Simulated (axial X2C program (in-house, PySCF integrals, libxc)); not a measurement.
# All-electron X2C curves of SbB⁻, part 2 of 2

Computed with an in-house X2C program for linear molecules on PySCF integrals; all-electron X2C, Sb dyall-acv3z, B dyall-av3z.

## Step 9: PBE0, 2c

State followed: Ω = 1/2 (excess of +ω over −ω: ω = 1/2). The scan is laid around 2.007 Å, a first estimate of the minimum, and this SCF restarts from the orbitals of the search.

Output at 2.007 Å:

```text
two-component X2C + atomic mean field  PBE0
basis functions 198  fitting functions 1027  grid points 5076
iter        total energy     max residual
   1      -6502.545205568     3.26e-05
   2      -6502.545205595     1.37e-05
   3      -6502.545205622     2.19e-05
   4      -6502.545205625     1.56e-05
converged
one-electron -9072.70599806  Coulomb 2682.52931331  exact exchange -43.29479985  xc functional -132.53247149  nuclear repulsion 67.23477269  atomic mean-field constant -3.77602223
```

Along the bond, energies from the lowest point:

```
R (Å)  E (eV)  μ (D)  HOMO (eV)  LUMO (eV)  iterations
1.887  0.1687  -3.04      -0.57       2.29          40
1.947  0.0372  -3.09      -0.52       2.18          37
2.007  0.0000  -3.14      -0.48       2.07           4
2.077  0.0466  -3.20      -0.44       1.94          39
2.147  0.1635  -3.25      -0.41       1.81          37
2.238  0.3818  -3.32      -0.38       1.66          38
```

Dipoles are positive if B is the positive end and refer to the centre of mass.

Outer spinors at the reference distance:

| ω | occupied | ε (eV) | atomic character | λ mixture |
| --- | --- | --- | --- | --- |
| 1/2 | yes | -30.54 | 99% Sb d | 53% π, 47% σ |
| -1/2 | yes | -30.53 | 99% Sb d | 57% π, 43% σ |
| 3/2 | yes | -30.48 | 100% Sb d | 79% δ, 21% π |
| -3/2 | yes | -30.45 | 100% Sb d | 79% δ, 21% π |
| 1/2 | yes | -29.37 | 99% Sb d | 53% σ, 47% π |
| -1/2 | yes | -29.34 | 99% Sb d | 57% σ, 43% π |
| 3/2 | yes | -29.29 | 100% Sb d | 79% π, 21% δ |
| -5/2 | yes | -29.27 | 100% Sb d | 100% δ |
| -3/2 | yes | -29.26 | 100% Sb d | 79% π, 21% δ |
| 5/2 | yes | -29.24 | 100% Sb d | 100% δ |
| 1/2 | yes | -9.87 | 48% Sb s, 26% B s, 14% B p | 100% σ |
| -1/2 | yes | -9.49 | 52% Sb s, 22% B s, 16% B p | 100% σ |
| 1/2 | yes | -4.79 | 33% B s, 31% Sb p, 15% Sb s | 100% σ |
| -1/2 | yes | -3.72 | 44% Sb p, 28% B s, 14% Sb s | 100% σ |
| 1/2 | yes | -1.40 | 49% B p, 30% Sb p, 8% B s | 94% σ, 6% π |
| -1/2 | yes | -0.85 | 53% Sb p, 38% B p, 5% B d | 99% π, 1% σ |
| 1/2 | yes | -0.71 | 58% Sb p, 31% B p, 7% B d | 94% π, 6% σ |
| 3/2 | yes | -0.62 | 49% Sb p, 43% B p, 4% B d | 100% π |
| -3/2 | yes | -0.48 | 57% Sb p, 33% B p, 7% B d | 100% π |
| -1/2 | no | 2.07 | 41% B p, 24% B s, 14% Sb p | 99% σ, 1% π |
| 1/2 | no | 2.65 | 78% B p, 17% Sb p, 3% Sb s | 100% σ |
| -1/2 | no | 2.76 | 72% B p, 22% Sb p, 3% B s | 100% σ |
| -1/2 | no | 2.97 | 88% B p, 5% B d, 4% Sb p | 100% π |

PBE0 fields in the half plane through the axis: z from -2.4 to 4.2 Å across, distance from the axis 0.15 to 2.25 Å upwards; Sb lies at z = 0 and B at z = 2.007 Å; the ELF is damped to zero where the density is low.

log10 density (e/bohr³). Ten even steps from ' ' (-4.05 ) to '@' (1.83 ):
```
    ......::::::::::::::::::::..........      
  ....::::::::--------::::::::::::::......    
....::::::--------------------::::::::......  
....::::----==========--------------::::::....
..::::----========================----::::....
..::::--====++++++++++==============----::::..
..::----==++++######++++++++++++======----::..
..::----==++**%%@@%%**++++++**##++====----::..
```

ELF. Ten even steps from ' ' (0.00 ) to '@' (0.99 ):
```
      ::--==++++++++++==----::::....          
    ::--++************++====------::::....    
  ..--++**##########****++++++==++++++==--..  
  ::==**########******************####**++--..
..--++######++==----==**########%%%%%%%%##++--
::==**####++--::--::::==##%%####%%@@@@@@%%##==
::==**##**----**####::--####..  ++@@@@@@@@%%**
::==**##**::++==##==++::##--**@@..@@@@@@@@%%**
```

Re = 2.005 Å, ωe = 734 cm⁻¹, Be = 0.4155 cm⁻¹, De = 3.83 eV, μ = -3.14 D.

## Step 10: HF, 2c

The SCF at the reference distance of 2.007 Å:

```text
two-component X2C + atomic mean field  HF
basis functions 198  fitting functions 1027  grid points 5076
iter        total energy     max residual
   1      -6499.897133680     3.87e-01
   2      -6499.920268781     8.45e-03
   3      -6499.922158718     3.83e-02
   4      -6499.923477843     1.58e-02
   5      -6499.925235693     1.81e-02
   6      -6499.927490815     4.67e-02
   7      -6499.929315422     4.16e-02
   8      -6499.931511822     2.52e-03
   9      -6499.931695640     4.15e-03
  10      -6499.931774248     1.82e-03
  11      -6499.931809930     5.71e-04
  12      -6499.931838728     1.40e-03
  13      -6499.931850497     8.70e-04
  14      -6499.931857093     2.09e-04
  15      -6499.931859029     2.05e-04
  16      -6499.931860218     1.91e-04
  17      -6499.931861096     7.61e-05
  18      -6499.931861654     6.14e-05
  19      -6499.931861883     6.02e-05
  20      -6499.931861945     2.44e-05
  21      -6499.931861957     5.46e-06
  22      -6499.931861960     4.66e-06
  23      -6499.931861961     2.46e-06
converged
one-electron -9071.55217393  Coulomb 2681.48615872  exact exchange -173.32459721  xc functional 0.00000000  nuclear repulsion 67.23477269  atomic mean-field constant -3.77602223
```

Re = 2.037 Å, ωe = 704 cm⁻¹, Be = 0.4028 cm⁻¹, De = 2.11 eV, μ = -3.11 D.

## Step 11: B97-3, 2c

Output at 2.007 Å:

```text
two-component X2C + atomic mean field  B97-3
basis functions 198  fitting functions 1027  grid points 5076
iter        total energy     max residual
   1      -6502.543564318     5.26e-02
   2      -6502.543994567     5.12e-03
   3      -6502.544313090     1.02e-02
   4      -6502.544412972     1.48e-03
   5      -6502.544436773     1.17e-03
   6      -6502.544439603     5.46e-04
   7      -6502.544441164     5.90e-04
   8      -6502.544441929     1.70e-04
   9      -6502.544441994     5.16e-05
  10      -6502.544442009     2.54e-05
  11      -6502.544442015     1.62e-05
converged
one-electron -9072.66756248  Coulomb 2682.49275452  exact exchange -46.63525125  xc functional -129.19313326  nuclear repulsion 67.23477269  atomic mean-field constant -3.77602223
```

Re = 2.014 Å, ωe = 716 cm⁻¹, Be = 0.4117 cm⁻¹, De = 3.62 eV, μ = -3.30 D.

## Step 12: MP2 and beyond, 2c

Correlated methods: 9 electrons correlated (frozen shells, counted by type: Sb 4 s, 3 p, 2 d; B 1 s), 299 virtual spinors in MP2, 90 natural virtuals in coupled cluster.

Output of the correlated part at 2.007 Å:

```text
correlated 9  virtual 299  natural virtual 90  E(MP2) -0.175170348  MP2 remainder -0.006946217
iter   CCSD correlation   residual
   1     -0.181337063   1.43e-01
   2     -0.190087283   8.39e-02
   3     -0.195888733   5.78e-02
   4     -0.200816460   3.61e-02
   5     -0.201818641   1.28e-02
   6     -0.202178078   5.78e-03
   7     -0.202271252   2.98e-03
   8     -0.202233614   1.51e-03
   9     -0.202238804   6.45e-04
  10     -0.202233816   2.72e-04
  11     -0.202234093   1.45e-04
  12     -0.202233536   9.60e-05
  13     -0.202234427   6.56e-05
  14     -0.202235729   3.64e-05
  15     -0.202236593   1.65e-05
  16     -0.202236797   6.67e-06
  17     -0.202236867   3.50e-06
  18     -0.202236877   2.17e-06
(T) -0.015109027  T1 0.1208  D1 0.1809  max T2 0.090
```

MP2: No constants are quoted: the reference is strongly spin-contaminated.

CCSD: Re = 2.014 Å, ωe = 728 cm⁻¹, Be = 0.4119 cm⁻¹, De = 3.20 eV. T1 at Re = 0.086 (Lee–Taylor, the printed value over √2).

CCSD(T): Re = 2.018 Å, ωe = 723 cm⁻¹, Be = 0.4102 cm⁻¹, De = 3.45 eV. T1 at Re = 0.086 (Lee–Taylor, the printed value over √2).

## Step 13: A higher determinant, 2c

State: Ω = 3/2 (excess of +ω over −ω: ω = 3/2).

Output at the reference distance:

```text
two-component X2C + atomic mean field  PBE0
basis functions 198  fitting functions 1027  grid points 5076
iter        total energy     max residual
   1      -6502.518425637     9.33e-05
   2      -6502.518425656     1.43e-05
   3      -6502.518425665     3.51e-05
   4      -6502.518425667     2.88e-05
   5      -6502.518425667     6.24e-06
converged
one-electron -9071.76483747  Coulomb 2681.61931932  exact exchange -43.29828633  xc functional -132.53337165  nuclear repulsion 67.23477269  atomic mean-field constant -3.77602223
```

```
R (Å)  E above the lowest PBE0 point (eV)
1.887                               1.236
1.947                               0.930
2.007                               0.729
2.077                               0.598
2.147                               0.553
2.238                               0.589
```

No constants are quoted: too few points lie around the minimum for a second fit to confirm the first.

## Step 14: The 2c curves together

Energy (eV) of the followed determinant, 2c, from each level's lowest point:

```
R (Å)   PBE0     HF  MP2 (spin-contaminated)   CCSD  CCSD(T)  B97-3
1.887  0.169  0.253                    0.125  0.197    0.208  0.190
1.947  0.037  0.077                    0.017  0.049    0.055  0.048
2.007  0.000  0.000                    0.000  0.000    0.000  0.000
2.077  0.047  0.005                    0.066  0.035    0.029  0.034
2.147  0.163  0.085                    0.198  0.138    0.128  0.137
2.238  0.382  0.248                    0.433  0.328    0.318  0.336
```

The whole job took 3.6 min on 1 thread of Arm Neoverse V2, shared host; peak memory 0.61 GiB.

## Step 15: What came out

What follows sums up all 2 parts.

Lowest determinant that the search found at its distance, spin-free: M_S = 1/2, Λ = 0 (beyond closed shells: σα).

Lowest determinant that the search found at its distance, 2c: Ω = 1/2 (excess of +ω over −ω: ω = 1/2).

```
Hamiltonian    level  Re (Å)  ωe (cm⁻¹)  De (eV)  μ (D)
  spin-free     PBE0   2.003        743     3.94  -3.08
  spin-free       HF   2.032        724     2.25  -3.09
  spin-free     CCSD   2.009        753     3.34    n/a
  spin-free  CCSD(T)   2.013        748     3.60    n/a
  spin-free    B97-3   2.011        728     3.79  -3.22
         2c     PBE0   2.005        734     3.83  -3.14
         2c       HF   2.037        704     2.11  -3.11
         2c     CCSD   2.014        728     3.20    n/a
         2c  CCSD(T)   2.018        723     3.45    n/a
         2c    B97-3   2.014        716     3.62  -3.30
```

Dipoles are positive if B is the positive end and refer to the centre of mass. No constants: spin-free MP2 (the reference is strongly spin-contaminated); 2c MP2 (the reference is strongly spin-contaminated). Spin-free ⟨S²⟩ is off its pure value at HF 1.60.

Time per point (s) on 1 thread of Arm Neoverse V2, shared host (2c runs; CCSD comes with the CCSD(T) run); the times are rough: PBE0 2.2, HF 1.9, CCSD(T) 5.6, B97-3 2.3.

In words: At CCSD(T), going from spin-free to two-component changes Re by +5 mÅ, ωe by -3.4 %; at least one of these shifts is too large to ignore. De moves by -0.15 eV; both De rest on single-determinant atoms, which can miss part of an open shell's spin–orbit lowering.

De refers to Sb- + B, each in the lowest determinant found, which need not be this curve's own limit. The state is a single determinant with fixed occupations, the lowest that a limited PBE0 search found. Dissociation energies refer to the lowest single-determinant-based atoms at the same level and basis. Density functionals use the spin component along the axis (collinear). CCSD and (T) use frozen natural virtuals with an MP2 correction for the truncation. The spin-free determinant is spin-contaminated at some levels. With the outer-core shells frozen, correlated bond lengths of heavy atoms tend to come out a few hundredths of an ångström too long. T1 at Re is 0.087 (Lee–Taylor), above the customary mark of 0.02.
